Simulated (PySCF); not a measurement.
# CH7BN2O (SMILES NB(N)CO): levels of theory compared

We compute a comparison of 5 runs (B3LYP/6-31G*, PBE0/def2-SVP, TPSS/cc-pVDZ, BP86/def2-SVPD, SVWN5/def2-TZVP) of CH7BN2O. The job is set up through a Python script.

The results are computed with PySCF 2.14.0.

### 1 The molecule

CH7BN2O has 12 atoms, charge 0, and is taken as a singlet. As SMILES, `NB(N)CO`. The shape is that of a PBE0-D4/def2-TZVP optimisation. This is one conformer, not always the lowest.

Bond lengths: N1–B2 1.410 Å, B2–N3 1.413 Å, B2–C4 1.591 Å, C4–O5 1.428 Å, N1–H6 1.004 Å, N1–H7 1.005 Å, N3–H8 1.004 Å, N3–H9 1.003 Å, C4–H10 1.096 Å, C4–H11 1.101 Å, O5–H12 0.960 Å. Some angles: N1–B2–N3 122.8°, N1–B2–C4 117.5°, N3–B2–C4 119.8°, B2–C4–O5 114.2°, B2–N1–H6 125.1°, B2–N1–H7 119.8°, B2–N3–H8 124.2°, B2–N3–H9 122.3°, B2–C4–H10 109.1°, B2–C4–H11 111.6°.

### 2 Energy and forces at B3LYP/6-31G(d) (Cartesian functions) (run 1)

calc.py

```python
# NB(N)CO
import pyscf.grad
from pyscf import gto, dft

mol = gto.Mole()
mol.atom = [
    ('N', (-0.890600, 0.942700, 0.761100)),
    ('B', (-0.018300, -0.105900, 0.405100)),
    ('N', (0.257700, -1.195000, 1.261900)),
    ('C', (0.665700, -0.036900, -1.029500)),
    ('O', (0.053400, 0.889500, -1.926900)),
    ('H', (-1.352600, 1.033500, 1.647700)),
    ('H', (-0.972400, 1.748000, 0.165400)),
    ('H', (-0.082800, -1.273400, 2.203400)),
    ('H', (0.844900, -1.960100, 0.985200)),
    ('H', (1.699900, 0.307200, -0.916800)),
    ('H', (0.737100, -1.032700, -1.493700)),
    ('H', (-0.864800, 0.627900, -2.029000)),
]
mol.cart = True
mol.spin = 0
mol.verbose = 4
mol.basis = '6-31g*'
mol.max_memory = 1860
mol.charge = 0
mol.build()

ks = dft.RKS(mol, xc='b3lyp')
ks.grids.level = 5
ks.conv_tol = 1e-10
ks.kernel()
if not ks.converged:
    ks = ks.newton().run(ks.mo_coeff, ks.mo_occ)

e_final = ks.e_tot
print('E = %.10f Eh' % e_final)
grad = ks.Gradients().kernel()
ks.analyze()
```

Run with:

```sh
$ OMP_NUM_THREADS=1 python calc.py
```

The log of the run:

```text
PySCF version 2.14.0

[... 110 lines left out ...]
MO #5   energy= -6.72261789446188  occ= 2
[... 11 lines left out ...]
MO #17  energy= -0.306741684671615 occ= 2
[... 11 lines left out ...]
MO #29  energy= 0.225496524813723  occ= 0
[... 11 lines left out ...]
MO #41  energy= 0.744623232184847  occ= 0
[... 11 lines left out ...]
MO #53  energy= 1.12515454649843   occ= 0
[... 11 lines left out ...]
MO #65  energy= 1.6963328394419    occ= 0
[... 11 lines left out ...]
MO #77  energy= 2.40880508866572   occ= 0
[... 11 lines left out ...]
MO #89  energy= 4.38417724313686   occ= 0
[... 104 lines left out ...]
Dipole moment(X, Y, Z, Debye): -1.09345, -1.16468,  2.04328
```

Run time: 35 s. Hardware: 1 thread of Arm Neoverse V2, shared host; peak memory 0.91 GiB.

### 3 Energy and forces at PBE0/def2-SVP (run 2)

input.py

```python
import pyscf.grad
from pyscf import gto, dft

system = gto.M(
    atom=[
    ('N', (-0.890600, 0.942700, 0.761100)),
    ('B', (-0.018300, -0.105900, 0.405100)),
    ('N', (0.257700, -1.195000, 1.261900)),
    ('C', (0.665700, -0.036900, -1.029500)),
    ('O', (0.053400, 0.889500, -1.926900)),
    ('H', (-1.352600, 1.033500, 1.647700)),
    ('H', (-0.972400, 1.748000, 0.165400)),
    ('H', (-0.082800, -1.273400, 2.203400)),
    ('H', (0.844900, -1.960100, 0.985200)),
    ('H', (1.699900, 0.307200, -0.916800)),
    ('H', (0.737100, -1.032700, -1.493700)),
    ('H', (-0.864800, 0.627900, -2.029000)),
],
    spin=0,
    max_memory=1860,
    verbose=4,
    basis='def2-svp',
)

myscf = dft.RKS(system)
myscf.xc = 'pbe0'
myscf.grids.level = 5
myscf.conv_tol = 1e-10
myscf.kernel()
if not myscf.converged:
    myscf = myscf.newton().run(myscf.mo_coeff, myscf.mo_occ)

e_final = myscf.e_tot
print('E = %.10f Eh' % e_final)
grad = myscf.Gradients().kernel()
dip = myscf.dip_moment()
pop, q = myscf.mulliken_pop()
```

Run with:

```sh
$ OMP_NUM_THREADS=1 python input.py
```

The log of the run:

```text
PySCF version 2.14.0

[... 81 lines left out ...]
converged SCF energy = -251.501872127444
[... 13 lines left out ...]
Dipole moment(X, Y, Z, Debye): -1.09633, -1.19009,  2.05082
[... 118 lines left out ...]
charge of   11H =      0.16657
```

It took 42 s on 1 thread of Arm Neoverse V2, shared host; peak memory 1.1 GiB.

Run 3 isn't shown in full; the table further down has it.

### 4 Energy and gradient at BP86/def2-SVPD (run 4)

calc.py

```python
import pyscf.grad
from pyscf import gto, dft

system = gto.Mole()
system.atom = '''
N       -0.890600       0.942700       0.761100
B       -0.018300      -0.105900       0.405100
N        0.257700      -1.195000       1.261900
C        0.665700      -0.036900      -1.029500
O        0.053400       0.889500      -1.926900
H       -1.352600       1.033500       1.647700
H       -0.972400       1.748000       0.165400
H       -0.082800      -1.273400       2.203400
H        0.844900      -1.960100       0.985200
H        1.699900       0.307200      -0.916800
H        0.737100      -1.032700      -1.493700
H       -0.864800       0.627900      -2.029000
'''
system.max_memory = 1860
system.basis = 'def2-svpd'
system.spin = 0
system.verbose = 4
system.build()

mf = dft.RKS(system, xc='bp86')
mf.grids.level = 5
mf.conv_tol = 1e-10
mf.kernel()
if not mf.converged:
    mf = mf.newton().run(mf.mo_coeff, mf.mo_occ)

energy = mf.e_tot
print('Final energy', energy)
grad = mf.Gradients().kernel()
mf.analyze()
```

Run with:

```sh
$ OMP_NUM_THREADS=1 python calc.py
```

The log of the run:

```text
PySCF version 2.14.0

[... 106 lines left out ...]
Two-electron Coulomb Energy =          293.065808619657844
[... 21 lines left out ...]
MO #19  energy= -0.214907878306442 occ= 2
[... 19 lines left out ...]
MO #39  energy= 0.205524946071054  occ= 0
[... 19 lines left out ...]
MO #59  energy= 0.397939327139907  occ= 0
[... 19 lines left out ...]
MO #79  energy= 0.619786544055719  occ= 0
[... 19 lines left out ...]
MO #99  energy= 1.1094010675972    occ= 0
[... 19 lines left out ...]
MO #119 energy= 1.7631986199501    occ= 0
[... 19 lines left out ...]
MO #139 energy= 2.36763829913559   occ= 0
[... 19 lines left out ...]
MO #159 energy= 3.85317193760617   occ= 0
[... 174 lines left out ...]
Dipole moment(X, Y, Z, Debye): -0.98320, -1.16056,  1.99241
```

It took 89 s on 1 thread of Arm Neoverse V2, shared host; peak memory 2 GiB.

### 5 Energy and forces at SVWN5/def2-TZVP (run 5)

input.py

```python
import pyscf.grad
from pyscf import gto, dft

mol = gto.M(
    atom='''
N     -1.682990     1.781445     1.438271
B     -0.034582    -0.200122     0.765528
N      0.486982    -2.258223     2.384645
C      1.257991    -0.069731    -1.945473
O      0.100911     1.680911    -3.641313
H     -2.556044     1.953032     3.113702
H     -1.837570     3.303241     0.312561
H     -0.156469    -2.406377     4.163823
H      1.596630    -3.704052     1.861758
H      3.212345     0.580524    -1.732501
H      1.392917    -1.951520    -2.822684
H     -1.634235     1.186559    -3.834254
''',
    basis='def2-tzvp',
    unit='bohr',
    verbose=4,
    max_memory=1860,
)

mf = dft.RKS(mol, xc='svwn')
mf.conv_tol = 1e-10
mf.grids.level = 5
mf.kernel()
if not mf.converged:
    mf = mf.newton().run(mf.mo_coeff, mf.mo_occ)

energy = mf.e_tot
print('E = %.10f Eh' % energy)
grad = mf.Gradients().kernel()
mf.analyze()
```

Run with:

```sh
$ OMP_NUM_THREADS=1 python input.py
```

The log of the run:

```text
PySCF version 2.14.0

[... 115 lines left out ...]
MO #5   energy= -6.39951083511649  occ= 2
[... 23 lines left out ...]
MO #29  energy= 0.115891816410784  occ= 0
[... 23 lines left out ...]
MO #53  energy= 0.503956967683892  occ= 0
[... 23 lines left out ...]
MO #77  energy= 1.28202885670372   occ= 0
[... 23 lines left out ...]
MO #101 energy= 1.90743877374674   occ= 0
[... 23 lines left out ...]
MO #125 energy= 2.54297748570475   occ= 0
[... 23 lines left out ...]
MO #149 energy= 3.65335648366596   occ= 0
[... 23 lines left out ...]
MO #173 energy= 5.0235702165169    occ= 0
[... 23 lines left out ...]
MO #197 energy= 43.6188868434255   occ= 0
[... 212 lines left out ...]
Dipole moment(X, Y, Z, Debye): -1.06027, -1.17432,  1.97454
```

It took 1.9 min on 1 thread of Arm Neoverse V2, shared host; peak memory 2.2 GiB.

### 6 Overview of the runs

```tsv
run	level	Cartesian functions	energy (Eh)	dipole moment (D)	HOMO energy (eV)	LUMO energy (eV)	wall time
1	B3LYP/6-31G* (Cartesian functions)	yes	-251.964349	2.59	-6.21	2.00	35 s
2	PBE0/def2-SVP	no	-251.501872	2.61	-6.69	1.72	42 s
3	TPSS/cc-pVDZ	no	-252.016958	2.48	-5.19	1.16	91 s
4	BP86/def2-SVPD	no	-251.819309	2.51	-5.78	-0.29	89 s
5	SVWN5/def2-TZVP	no	-249.990692	2.53	-5.74	-0.15	1.9 min
```

### 7 Summary of results

| quantity | value |
| --- | --- |
| run 5: total energy | -249.99069 Eh |
| run 5: dipole moment | 2.53 D |
| run 5: HOMO energy | -5.74 eV |
| run 5: LUMO energy | -0.15 eV |
| run 5: HOMO–LUMO gap | 5.60 eV |
| run 5: largest force on an atom | 0.743 eV/Å |

In words: The dipole moment (its size) runs from 2.48 D (TPSS/cc-pVDZ) to 2.61 D (PBE0/def2-SVP). The two ends differ in method and basis. The HOMO–LUMO gap runs from 5.49 eV (BP86/def2-SVPD) to 8.41 eV (PBE0/def2-SVP). Totals of different functionals can't be ranked against each other. All runs together took 6.1 min, the longest 1.9 min.
